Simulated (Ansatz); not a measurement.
# FGeH5OSi, SMILES F[SiH2][O][GeH3]: vertical energies of changing the electron count

Computed with the Python package of Ansatz (0.2.0).

Contents of `fgeh5osi.xyz`:
```text
9

F    -1.48900   -0.47680    1.58900
Si   -0.68180    0.83960    0.92310
O     0.96290    0.40020    0.53240
Ge    0.76310   -0.73330   -0.86680
H    -0.66880    1.93970    1.90710
H    -1.38090    1.30390   -0.29230
H     0.14670   -0.03660   -2.04890
H     0.00010   -1.97490   -0.42590
H     2.22170   -1.20430   -1.24880
```

The cells in order, each with its output:

**Cell 1**
```python
import ansatz as az
```

**Cell 2**
```python
def total_energy(molecule, charge=0, unpaired=0):
    calc = (
        molecule.calculation()
        .basis(gaussian='def2-SVPD')
        .functional('B3LYP')
    )
    if charge:
        calc = calc.charge(charge)
    if unpaired:
        calc = calc.spin('collinear', total=unpaired)
    return calc.run().report['free_energy_ev']
```

**Cell 3**
```python
geometry = az.Crystal.molecule_from_extxyz('fgeh5osi.xyz')
```

**Cell 4**
```python
parent = total_energy(geometry, 0, 0)
cation = total_energy(geometry, 1, 1)
print(f'E(N)   = {parent:.5f} eV')
print(f'E(N-1) = {cation:.5f} eV  (1 unpaired)')
print(f'vertical ionisation energy {cation - parent:.3f} eV')
```
Output:
```text
E(N)   = -69232.64613 eV
E(N-1) = -69221.46020 eV  (1 unpaired)
vertical ionisation energy 11.186 eV
```

At this unrelaxed geometry removing an electron costs 11.19 eV.

Caveats:
- These settings explore the input space; basis and method may be short of convergence.
- The geometry is a force-field or estimated start, not a minimum of this method, and the basis set is short of its limit. All parts are taken at fixed geometry, without zero-point energy. At an unrelaxed start these energies can be a whole eV from those at the minimum, and a small affinity can change sign.
- b3lyp holds the VWN-RPA fit, as in Gaussian; the form of ORCA and Turbomole is b3lyp5.
- The whole script took 49 s on 1 thread of Arm Neoverse V1, on a shared host, peak memory 0.6 GiB.
